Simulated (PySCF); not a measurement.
**CH3BFNO (SMILES NC1(F)BO1) at BLYP/6-31G(d) (spherical functions)**

What is the energy change on altering one bond length of CH3BFNO at BLYP/6-31G* (spherical functions)? Input form: a Python script.

Program for the calculation: PySCF 2.14.0.

1 further run of the same task is left out (set aside as unsound or not needed).

## Step 1: Starting point

CH3BFNO has 8 atoms, charge 0, and is taken as a singlet. As SMILES, `NC1(F)BO1`. The shape is that of a PBE0-D4/def2-TZVP optimisation. This is one conformer, not always the lowest.

Bond lengths: N1–C2 1.387 Å, C2–F3 1.372 Å, C2–B4 1.510 Å, C2–O5 1.462 Å, B4–O5 1.335 Å, N1–H6 1.009 Å, N1–H7 1.013 Å, B4–H8 1.182 Å. Some angles: N1–C2–F3 113.8°, N1–C2–B4 127.1°, N1–C2–O5 115.3°, F3–C2–B4 118.6°, F3–C2–O5 108.3°, B4–C2–O5 53.3°, C2–B4–O5 61.5°, C2–O5–B4 65.2°, C2–N1–H6 112.2°, C2–N1–H7 112.6°.

## Step 2: A single-point energy at BLYP/6-31G(d) (spherical functions)

geometry.xyz reads:

```xyz
8

N     -0.431000     1.148400     0.184600
C      0.054100    -0.061200    -0.289600
F      0.122100    -0.132700    -1.658300
B      0.337600    -1.307200     0.515100
O      1.346900    -0.473000     0.255300
H     -1.439500     1.170100     0.211400
H     -0.075300     1.941600    -0.336200
H      0.177200    -2.343100     1.061900
```

run.py reads:

```python
# NC1(F)BO1
from pyscf import gto, dft

molecule = gto.M(
    atom='geometry.xyz',
    verbose=3,
    basis='6-31g*',
    charge=0,
    max_memory=1860,
)

myscf = dft.RKS(molecule, xc='blyp')
myscf.grids.level = 5
myscf.conv_tol = 1e-10
myscf.kernel()
if not myscf.converged:
    myscf = myscf.newton().run(myscf.mo_coeff, myscf.mo_occ)

etot = myscf.e_tot
print('Final energy', etot)
```

Run with:

```console
$ OMP_NUM_THREADS=1 python run.py
```

Output:

```text
converged SCF energy = -294.483463195227
Final energy -294.48346319522665
```

Run time: 17 s. Hardware: 1 thread of Intel Xeon at 2.70GHz, shared host; peak memory 0.39 GiB.

## Step 3: The distorted shape, same level

run.py reads:

```python
from pyscf import gto, dft

mol = gto.Mole()
mol.atom = '''
N     -0.952002     2.513094     0.483282
C      0.102234    -0.115651    -0.547265
F      0.230736    -0.250767    -3.133733
B      0.637972    -2.470250     0.973398
O      2.545272    -0.893840     0.482447
H     -2.857791     2.554101     0.533927
H     -0.279827     4.012025    -0.500887
H      0.334859    -4.427817     2.006700
'''
mol.verbose = 4
mol.basis = '6-31g*'
mol.charge = 0
mol.spin = 0
mol.max_memory = 1860
mol.unit = 'bohr'
mol.build()

mf = dft.RKS(mol, xc='blyp')
mf.conv_tol = 1e-10
mf.grids.level = 5
mf.kernel()
if not mf.converged:
    mf = mf.newton().run(mf.mo_coeff, mf.mo_occ)

etot = mf.e_tot
print('Final energy', etot)
```

Run with:

```console
$ OMP_NUM_THREADS=1 python run.py
```

Output:

```text
PySCF version 2.14.0

[INPUT] num. atoms = 8
[INPUT] num. electrons = 38
[INPUT] charge = 0
[INPUT] spin (= nelec alpha-beta = 2S) = 0
[INPUT] symmetry False subgroup None
[INPUT] Mole.unit = bohr
[INPUT] Symbol           X                Y                Z      unit          X                Y                Z       unit  Magmom
[INPUT]  1 N     -0.503777763150   1.329872073700   0.255741820848 AA   -0.952002000000   2.513094000000   0.483282000000 Bohr   0.0
[INPUT]  2 C      0.054099902981  -0.061199873620  -0.289600166334 AA    0.102234000000  -0.115651000000  -0.547265000000 Bohr   0.0
[INPUT]  3 F      0.122100232939  -0.132700181651  -1.658300088708 AA    0.230736000000  -0.250767000000  -3.133733000000 Bohr   0.0
[INPUT]  4 B      0.337600243605  -1.307200005275   0.515100038755 AA    0.637972000000  -2.470250000000   0.973398000000 Bohr   0.0
[INPUT]  5 O      1.346899937993  -0.472999758209   0.255299957877 AA    2.545272000000  -0.893840000000   0.482447000000 Bohr   0.0
[INPUT]  6 H     -1.512277870772   1.351572043588   0.282542000695 AA   -2.857791000000   2.554101000000   0.533927000000 Bohr   0.0
[INPUT]  7 H     -0.148078071400   2.123072199641  -0.265057985646 AA   -0.279827000000   4.012025000000  -0.500887000000 Bohr   0.0
[INPUT]  8 H      0.177199751671  -2.343099850524   1.061899909153 AA    0.334859000000  -4.427817000000   2.006700000000 Bohr   0.0

nuclear repulsion = 162.172177245741
number of shells = 36
number of NR pGTOs = 147
number of NR cGTOs = 76
basis = 6-31g*
ecp = {}

******** <class 'pyscf.dft.rks.RKS'> ********
method = RKS
initial guess = minao
damping factor = 0
level_shift factor = 0
DIIS = <class 'pyscf.scf.diis.CDIIS'>
diis_start_cycle = 1
diis_space = 8
diis_damp = 0
SCF conv_tol = 1e-10
SCF conv_tol_grad = None
SCF max_cycles = 50
direct_scf = True
direct_scf_tol = 1e-13
XC library pyscf.dft.libxc version 7.0.0
    S. Lehtola, C. Steigemann, M. J.T. Oliveira, and M. A.L. Marques.,  SoftwareX 7, 1–5 (2018)
XC functionals = blyp
    A. D. Becke.,  Phys. Rev. A 38, 3098 (1988)
    C. Lee, W. Yang, and R. G. Parr.,  Phys. Rev. B 37, 785 (1988)
    B. Miehlich, A. Savin, H. Stoll, and H. Preuss.,  Chem. Phys. Lett. 157, 200 (1989)
radial grids:
    Treutler-Ahlrichs [JCP 102, 346 (1995); DOI:10.1063/1.469408] (M4) radial grids

becke partition: Becke, JCP 88, 2547 (1988); DOI:10.1063/1.454033
pruning grids: <function nwchem_prune>
grids dens level: 5
symmetrized grids: False
atomic radii adjust function: <function treutler_atomic_radii_adjust>
small_rho_cutoff = 0
Set gradient conv threshold to 1e-05
Initial guess from minao.
tot grids = 285728
init E= -294.937814075908
  HOMO = -0.293347061842971  LUMO = -0.104635992155647  gap/eV = 5.13509
cycle= 1 E= -294.310022102616  delta_E= 0.628  |g|= 0.922  |ddm|= 2.84
  HOMO = -0.129379063017156  LUMO = 0.0209662257830252  gap/eV = 4.09110
cycle= 2 E= -293.465117513265  delta_E= 0.845  |g|= 2.22  |ddm|= 2.02
  HOMO = -0.182443750878525  LUMO = -0.0316275669404029  gap/eV = 4.10392
cycle= 3 E= -294.436740151339  delta_E= -0.972  |g|= 0.397  |ddm|= 1.58
  HOMO = -0.210075450868182  LUMO = -0.0389502315763517  gap/eV = 4.65655
cycle= 4 E= -294.466142986667  delta_E= -0.0294  |g|= 0.116  |ddm|= 0.333
  HOMO = -0.207192668393567  LUMO = -0.0516629567725979  gap/eV = 4.23218
cycle= 5 E= -294.468323708971  delta_E= -0.00218  |g|= 0.0388  |ddm|= 0.12
  HOMO = -0.205479319490747  LUMO = -0.0460002790691703  gap/eV = 4.33965
cycle= 6 E= -294.46868447118  delta_E= -0.000361  |g|= 0.00755  |ddm|= 0.0438
  HOMO = -0.206544409744847  LUMO = -0.0460384173427264  gap/eV = 4.36759
cycle= 7 E= -294.468694980617  delta_E= -1.05e-05  |g|= 0.0037  |ddm|= 0.00888
  HOMO = -0.20610046616476  LUMO = -0.046228530509596  gap/eV = 4.35034
cycle= 8 E= -294.468697974948  delta_E= -2.99e-06  |g|= 0.000703  |ddm|= 0.00345
  HOMO = -0.206116420726971  LUMO = -0.0462440156185  gap/eV = 4.35035
cycle= 9 E= -294.468698055989  delta_E= -8.1e-08  |g|= 0.000304  |ddm|= 0.000781
  HOMO = -0.206119705295941  LUMO = -0.0462363663520997  gap/eV = 4.35065
cycle= 10 E= -294.468698078324  delta_E= -2.23e-08  |g|= 3.13e-05  |ddm|= 0.000302
  HOMO = -0.206120402528303  LUMO = -0.0462396409279684  gap/eV = 4.35058
cycle= 11 E= -294.468698078514  delta_E= -1.9e-10  |g|= 1.62e-05  |ddm|= 4.82e-05
  HOMO = -0.206119907870143  LUMO = -0.0462382783718791  gap/eV = 4.35060
cycle= 12 E= -294.468698078572  delta_E= -5.84e-11  |g|= 1.37e-06  |ddm|= 1.48e-05
  HOMO = -0.206119894745565  LUMO = -0.0462382436293183  gap/eV = 4.35060
Extra cycle  E= -294.468698078569  delta_E= 3.75e-12  |g|= 3.64e-06  |ddm|= 3.62e-06
converged SCF energy = -294.468698078569
Final energy -294.46869807856854
```

Wall time 13 s (1 thread of Intel Xeon at 2.70GHz, shared host); peak memory 0.39 GiB.

## Step 4: Results

Level: BLYP/6-31G* (spherical functions).

| quantity | value |
| --- | --- |
| first shape: total energy | -294.48346 Eh |
| first shape: dipole moment | 1.86 D |
| first shape: HOMO energy | -5.95 eV |
| first shape: LUMO energy | -1.06 eV |
| first shape: HOMO–LUMO gap | 4.89 eV |
| distorted shape: total energy | -294.46870 Eh |
| distorted shape: dipole moment | 1.51 D |
| distorted shape: HOMO energy | -5.61 eV |
| distorted shape: LUMO energy | -1.26 eV |
| distorted shape: HOMO–LUMO gap | 4.35 eV |
| energy change with the N1–C2 bond stretched from 1.387 to 1.595 Å | 0.402 eV |

**Reading.** With the N1–C2 bond stretched from 1.387 to 1.595 Å the energy rises by 0.40 eV (9.3 kcal/mol). The first shape isn't relaxed at this level, so the change isn't measured from a minimum.
